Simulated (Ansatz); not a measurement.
# InP: the cost of one run

Method: DFT LDA, scalar-relativistic, plane waves, PAW, in Ansatz 0.2.0.

The COD entry's cell or inner coordinates are ideal or old and differ from later refinements, so a difference from it is no clean test against experiment.

2 further runs of the same task are left out: 2 set aside as unsound or not needed.

**1. Starting point**

The structure is cubic, space group F-43m (No. 216). The conventional cell has a = 5.827 Å, b = 5.827 Å, c = 5.827 Å, α = 90.00°, β = 90.00°, γ = 90.00°. In (site symmetry -43m) has 4 P at 2.52 Å as nearest neighbours. P (site symmetry -43m) has 4 In at 2.52 Å as nearest neighbours.

Coordinates:

```
CELL_PARAMETERS angstrom
0.00000 2.91355 2.91355
2.91355 0.00000 2.91355
2.91355 2.91355 0.00000
ATOMIC_POSITIONS crystal
In 0.00000 0.00000 0.00000
P 0.75000 0.75000 0.75000
```

It is the result of an earlier relaxation at this level (volume 24.73 Å³/atom; gap on the mesh: 0.58 eV).

**2. The cell under 4 GPa**

What is minimised here is the enthalpy; the energy can go up as the cell is squeezed.

File input.yaml:

```yaml
crystal:
  lattice:
    - [0.0, 2.9135471699, 2.9135471699]
    - [2.9135471699, 0.0, 2.9135471699]
    - [2.9135471699, 2.9135471699, 0.0]
  atoms:
    - { symbol: In, position: [0.0, 0.0, 0.0] }
    - { symbol: P, position: [0.75, 0.75, 0.75] }
basis:
  ecutwfc: 420
kpoints:
  mp_grid: { grid: [10, 10, 10] }
hamiltonian:
  xc: lda
scf:
  occupations: { method: fixed }
output:
  forces: true
  stress: true
  eigenvalues: true
relax:
  adjacent_minimum: "off"
  f_tol: 0.001
  max_steps: 60
  cell: { stress_tol: 0.02, p_target: 4.0 }
```

Run with:

```sh
$ ansatz run input.yaml --threads 1 --pin off --max-ram 3072MiB --backend cpu --events-out ev --progress --plain --runs-dir out
```

**Question.** How long does this run take on 1 thread of Intel Xeon Platinum 8259CL at 2.50GHz (Skylake/Cascade Lake), shared host, and how much memory does it need?

About 27 s, with a peak of 0.4 GiB.
